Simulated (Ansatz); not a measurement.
# Si2Sn: the band gap up the ladder of functionals

An exercise on one series of results from a longer session: the logs are not shown, and one member is left open.

Program: Ansatz 0.2.0. PAW datasets, plane waves. Values at 0 K without nuclear motion; spin polarisation is off, and the phase may be a hypothetical one.

## The system as given

The cell was relaxed beforehand with r2SCAN.

It is trigonal, P3m1 (No. 156); a = 4.120 Å, c = 10.102 Å in the conventional setting, 24.75 Å³ an atom. Around Si lie 3 Si at 2.48 Å and 1 Sn at 2.61 Å; around Si lie 1 Si at 2.35 Å and 3 Sn at 2.55 Å; around Si lie 4 Sn at 2.55–2.59 Å; around Si lie 4 Si at 2.35–2.48 Å; around Sn lie 4 Si at 2.55–2.59 Å.

As a file:

```xyz
6
Lattice="4.1203 0.0000 0.0000 -2.0602 3.5683 0.0000 0.0000 0.0000 10.1019" Properties=species:S:1:pos:R:3 pbc="T T T"
Si    0.0000    0.0000   -0.1594
Si    2.0602    1.1894    6.8988
Si    0.0000    2.3789    3.3783
Si    2.0602    1.1894    9.2452
Sn    0.0000    2.3789    5.9681
Sn    0.0000    0.0000    2.4494
```

Set-up of the first run:

Contents of input.yaml:

```yaml
crystal:
  lattice:
    - [4.120334467, 0.0, 0.0]
    - [-2.0601672335, 3.5683143205, 0.0]
    - [0.0, 0.0, 10.1019424459]
  atoms:
    - { symbol: Si, position: [0.0, 0.0, -0.015782316] }
    - { symbol: Si, position: [0.6666666667, 0.3333333333, 0.6829176957] }
    - { symbol: Si, position: [0.3333333333, 0.6666666667, 0.3344160146] }
    - { symbol: Si, position: [0.6666666667, 0.3333333333, 0.9151939851] }
    - { symbol: Sn, position: [0.3333333333, 0.6666666667, 0.5907905602] }
    - { symbol: Sn, position: [0.0, 0.0, 0.2424640604] }
kpoints:
  mp_grid: { grid: [12, 12, 4] }
  band_path:
    path:
      - [[0.0, 0.0, 0.0], [0.5, -8.229066255894e-17, -1.437797132115e-18], [0.3333333333333, 0.3333333333333, -9.585314214101e-19], [0.0, 0.0, 0.0], [-2.934975450751e-36, 1.838018543739e-36, 0.5], [0.5, -8.223094146497e-17, 0.5], [0.3333333333333, 0.3333333333333, 0.5], [-2.934975450751e-36, 1.838018543739e-36, 0.5]]
      - [[0.5, -8.223094146497e-17, 0.5], [0.5, -8.229066255894e-17, -1.437797132115e-18]]
      - [[0.3333333333333, 0.3333333333333, 0.5], [0.3333333333333, 0.3333333333333, -9.585314214101e-19]]
    npoints: 10
hamiltonian:
  xc: pbe
scf:
  occupations: { method: fermi_dirac, width: 0.02 }
  n_extra_bands: 5
output:
  forces: true
  stress: true
  eigenvalues: true
```

Started as:

```
$ ansatz run input.yaml --threads 4 --pin off --max-ram 6451MiB --backend cpu --events-out ev --progress --plain --runs-dir out
```

Among the steps run: Band structure with PBE; Single point with r2SCAN; HSE06 at the same geometry; PBE+SOC at the same geometry.

One of the session's tables, all rows but one given; the rest of the session is left out.

| level | gap (eV) |
| --- | --- |
| PBE | 0.10 |
| r2SCAN | ? |
| HSE06 | 0.64 |
| PBE+SOC | 0.02 |

Q: Estimate the row for r2SCAN from the others.

**Answer.** gap (eV): 0.34. In the column «gap (eV)» it lies between PBE (0.10) and HSE06 (0.64).

Meshes: PBE 12×12×4, r2SCAN 12×12×4, HSE06 6×6×2, PBE+SOC 12×12×4

In words: PBE+SOC gives the least gap, 0.02 eV, and HSE06 the largest, 0.64 eV. Against HSE06, PBE is short by 0.54 eV, at 16 % of it, and r2SCAN 52 %. The levels disagree on whether the gap is direct.

To keep in mind: Warnings in the runs' records: stress scf threshold loose, stress exchange threshold loose.
